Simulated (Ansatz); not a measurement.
# r2SCAN0/def2-SVP (core potential) run of SnSiH6O (SMILES [SiH3][O][SnH3])

Aim: the energy change on altering one bond length of SnSiH6O at r2SCAN0/def2-SVP (core potential), from 2 runs. 

The calculation is run with Ansatz 0.2.0.

70 further runs of the same task are left out: 70 set aside as unsound or not needed.

### 1 The structure to begin with

SnSiH6O has 9 atoms, charge 0, and is taken as a singlet. As SMILES, `[SiH3][O][SnH3]`. Geometry: relaxed at PBE0-D4/def2-TZVP.

Bond lengths: Si1–O2 1.627 Å, O2–Sn3 1.963 Å, Si1–H4 1.492 Å, Si1–H5 1.486 Å, Si1–H6 1.492 Å, Sn3–H7 1.699 Å, Sn3–H8 1.705 Å, Sn3–H9 1.705 Å. Some angles: Si1–O2–Sn3 136.6°, O2–Si1–H4 111.4°, O2–Si1–H5 109.0°, O2–Si1–H6 111.4°, O2–Sn3–H7 103.7°, O2–Sn3–H8 106.7°, O2–Sn3–H9 106.7°, H4–Si1–H5 108.8°, H4–Si1–H6 107.4°, H5–Si1–H6 108.8°.

### 2 The energy at r2SCAN0/def2-SVP (core potential)

run.yaml

```yaml
crystal:
  periodic: [false, false, false]
  atoms:
    - symbol: Si
      position_ang: [-0.707500, 1.106300, -0.961800]
    - symbol: O
      position_ang: [0.549600, 0.232700, -0.411000]
    - symbol: Sn
      position_ang: [0.837100, -1.145700, 0.956400]
    - symbol: H
      position_ang: [-1.786000, 0.228100, -1.502000]
    - symbol: H
      position_ang: [-0.233000, 2.004100, -2.046400]
    - symbol: H
      position_ang: [-1.309600, 1.937400, 0.121200]
    - symbol: H
      position_ang: [2.493700, -1.499800, 0.829900]
    - symbol: H
      position_ang: [-0.166000, -2.460900, 0.544700]
    - symbol: H
      position_ang: [0.410100, -0.448400, 2.452000]
basis:
  gaussian: {orbitals: def2-SVP}
hamiltonian: {xc: {name: r2SCAN0}}
accuracy: high
output: {orbitals: {seedname: orbitals}}
```

On the command line:

```sh
$ ansatz run run.yaml --threads 1 --pin off --max-ram 3480MiB --events-out events.jsonl --progress --plain --runs-dir runs
```

The log of the run:

```text
Warning: RAYON_NUM_THREADS=1 ignored (pool sized by the plan → 1); use --threads N
Functional definition: r2SCAN0
  name "r2SCAN0"
  parameter a = 0.25
  parameter k0 = 0.174
  parameter k1 = 0.065
  parameter a1 = 4.9479
  exchange = (1 - a)*r2scan_x(k0 = k0, k1 = k1, a1 = a1) + a*exact_x
  correlation = r2scan_c
2073 factors; integrals over basis functions are off by at most 8.6e-9 eV
mean field evaluation 1: about -15845.0827 eV, gradient 4.7e1 eV
mean field evaluation 2: about -15833.4018 eV, gradient 8.9e1 eV
mean field evaluation 4: about -15849.0698 eV, gradient 1.4e0 eV
mean field evaluation 8: about -15849.1970 eV, gradient 4.2e-2 eV
mean field evaluation 16: about -15849.1970 eV, gradient 8.2e-6 eV
mean field -15849.19695754 eV, -582.4472452179 hartree, gradient 3.7e-8 eV, S^2 0.000000; 0 other end points of the search recorded, 0 dependent functions left out
reference -15849.19695831 eV, -582.4472452462 hartree; 25, 25 occupied and 63, 63 virtual orbitals, 2073 factors
Total energy: -15849.19695831 eV, -582.4472452462 hartree
```

Wall time 11 s (1 thread of Intel Xeon 6975P-C (Granite Rapids), shared host); peak memory 0.4 GiB.

### 3 The distorted shape at the same level

input.yaml

```yaml
crystal:
  periodic: [false, false, false]
  atoms:
    - symbol: Si
      position_ang: [-1.087097, 0.388066, -0.094127]
    - symbol: O
      position_ang: [0.170003, -0.485534, 0.456673]
    - symbol: Sn
      position_ang: [0.457503, -1.863934, 1.824073]
    - symbol: H
      position_ang: [-2.165597, -0.490134, -0.634327]
    - symbol: H
      position_ang: [-0.233000, 2.004100, -2.046400]
    - symbol: H
      position_ang: [-1.689197, 1.219166, 0.988873]
    - symbol: H
      position_ang: [2.114103, -2.218034, 1.697573]
    - symbol: H
      position_ang: [-0.545597, -3.179134, 1.412373]
    - symbol: H
      position_ang: [0.030503, -1.166634, 3.319673]
basis:
  gaussian:
    orbitals: def2-SVP
hamiltonian:
  xc: {name: r2SCAN0}
accuracy: high
output: {orbitals: {seedname: orbitals}}
```

On the command line:

```sh
$ ansatz run input.yaml --threads 1 --pin off --max-ram 3480MiB --events-out events.jsonl --progress --plain --runs-dir runs
```

The log of the run, shortened:

```text
Warning: RAYON_NUM_THREADS=1 ignored (pool sized by the plan → 1); use --threads N
[... 8 set-up lines as earlier in the session ...]
2040 factors; integrals over basis functions are off by at most 3.8e-9 eV
mean field evaluation 1: about -15841.7660 eV, gradient 4.7e1 eV
mean field evaluation 2: about -15829.9391 eV, gradient 9.0e1 eV
mean field evaluation 4: about -15845.5843 eV, gradient 4.8e0 eV
mean field evaluation 8: about -15845.8352 eV, gradient 2.2e-1 eV
mean field evaluation 16: about -15845.8354 eV, gradient 2.8e-5 eV
mean field -15845.83539475 eV, -582.3237100640 hartree, gradient 4.1e-8 eV, S^2 0.000000; 0 other end points of the search recorded, 0 dependent functions left out
reference -15845.83539556 eV, -582.3237100937 hartree; 25, 25 occupied and 63, 63 virtual orbitals, 2040 factors
Total energy: -15845.83539556 eV, -582.3237100937 hartree
```

Wall time 9.3 s (1 thread of Intel Xeon 6975P-C (Granite Rapids), shared host); peak memory 0.39 GiB.

### 4 Summary of results

Level: r2SCAN0/def2-SVP (core potential).

```
                                                          quantity          value
                                         first shape: total energy  -582.44725 Eh
                                          first shape: HOMO energy       -8.38 eV
                                          first shape: LUMO energy       -0.23 eV
                                        first shape: HOMO–LUMO gap        8.14 eV
                                     distorted shape: total energy  -582.32371 Eh
                                      distorted shape: HOMO energy       -6.65 eV
                                      distorted shape: LUMO energy       -2.00 eV
                                    distorted shape: HOMO–LUMO gap        4.65 eV
energy change with the Si1–H5 bond stretched from 1.486 to 2.674 Å       3.362 eV
```

**Reading.** With the Si1–H5 bond stretched from 1.486 to 2.674 Å the energy rises by 3.36 eV (78 kcal/mol). The first shape isn't relaxed at this level, so the change isn't measured from a minimum. A restricted reference can't describe the breaking bond well at this length.
